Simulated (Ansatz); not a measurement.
**C₅H₈AlFO₃: how energies converge with the basis set**

How large a basis does C₅H₈AlFO₃ need? Two functionals are run in growing sets.

Program: Ansatz 0.2.0, Gaussian basis. Level of theory: one geometry, several basis sets. These are calculated values, not measurements.

Levels to be run: PBE0-D4/def2-SVP; ωB97M-V/def2-SVP; PBE0-D4/def2-QZVPP; ωB97M-V/def2-QZVPP; the functionals' def2-TZVPP values are taken from earlier runs.

### Step 1. The relaxed structure

An earlier PBE0-D4 in a triple-zeta def2 set relaxation fixed the geometry.

18 atoms, charge 0, spin multiplicity 1.

Atoms are counted from 1 here; the program's logs count them from 0.

Bond lengths: C1–C2 1.490 Å, C1–H11 1.093 Å, C1–H12 1.088 Å, C1–H13 1.093 Å, C2–C3 1.395 Å, C2–O10 1.275 Å, C3–C4 1.395 Å, C3–H14 1.080 Å, C4–C5 1.490 Å, C4–O6 1.275 Å, C5–H15 1.093 Å, C5–H16 1.088 Å, C5–H17 1.093 Å, O6–Al7 1.812 Å, Al7–O8 1.694 Å, Al7–F9 1.653 Å, Al7–O10 1.812 Å, O8–H18 0.953 Å. Angles: C2–C1–H11 108.8°, C2–C1–H12 112.5°, C2–C1–H13 109.1°, H11–C1–H12 109.6°, H11–C1–H13 106.9°, H12–C1–H13 109.8°, C1–C2–C3 120.7°, C1–C2–O10 115.6°, C3–C2–O10 123.8°, C2–C3–C4 123.0°, C2–C3–H14 118.5°, C4–C3–H14 118.5°, C3–C4–C5 120.7°, C3–C4–O6 123.7°, C5–C4–O6 115.6°, C4–C5–H15 109.1°, C4–C5–H16 112.5°, C4–C5–H17 108.8° and more.

### Step 2. PBE0-D4 in def2-SVP

Input file in.yaml:

```yaml
crystal:
  periodic: [false, false, false]
  atoms:
    - {symbol: C, position_ang: [2.022531, -1.262632, -1.317665]}
    - {symbol: C, position_ang: [1.058705, -0.507295, -0.468919]}
    - {symbol: C, position_ang: [-0.237610, -0.253673, -0.917058]}
    - {symbol: C, position_ang: [-1.186149, 0.427129, -0.153773]}
    - {symbol: C, position_ang: [-2.564864, 0.647278, -0.673921]}
    - {symbol: O, position_ang: [-0.956391, 0.893229, 1.010703]}
    - {symbol: Al, position_ang: [0.640197, 0.916333, 1.866990]}
    - {symbol: O, position_ang: [0.583483, 0.254588, 3.425000]}
    - {symbol: F, position_ang: [1.260425, 2.445244, 1.758409]}
    - {symbol: O, position_ang: [1.502529, -0.130547, 0.665700]}
    - {symbol: H, position_ang: [2.888624, -0.626809, -1.518388]}
    - {symbol: H, position_ang: [1.582786, -1.588285, -2.258187]}
    - {symbol: H, position_ang: [2.387012, -2.128659, -0.760112]}
    - {symbol: H, position_ang: [-0.524678, -0.613915, -1.893861]}
    - {symbol: H, position_ang: [-3.284778, 0.233998, 0.036452]}
    - {symbol: H, position_ang: [-2.716325, 0.200355, -1.654399]}
    - {symbol: H, position_ang: [-2.753555, 1.722545, -0.727895]}
    - {symbol: H, position_ang: [0.260356, -0.617483, 3.632826]}
basis:
  gaussian: {orbitals: def2-SVP}
hamiltonian: {xc: pbe0, dispersion: d4}
output: {orbitals: {seedname: orbitals}}
```

Run with:

```bash
> ansatz run in.yaml --threads 4 --pin off --events-out ev --progress --plain --max-ram 66560MiB --backend cpu
```

Further steps of the session: ωB97M-V in def2-SVP; PBE0-D4 in def2-QZVPP; ωB97M-V in def2-QZVPP.

Q: Predict the results of all the runs planned. Wanted: PBE0-D4: double and triple zeta above quadruple; ωB97M-V: double and triple zeta above quadruple.

The runs gave:

```
                                       quantity           value
PBE0-D4: double and triple zeta above quadruple  20.00, 1.02 eV
ωB97M-V: double and triple zeta above quadruple  20.39, 0.96 eV
```

In words: PBE0-D4 gains 18.98 eV from double to triple zeta, then 1.02 eV more. These are total energies; as a rule much of such shifts cancels in differences, which this series doesn't test.
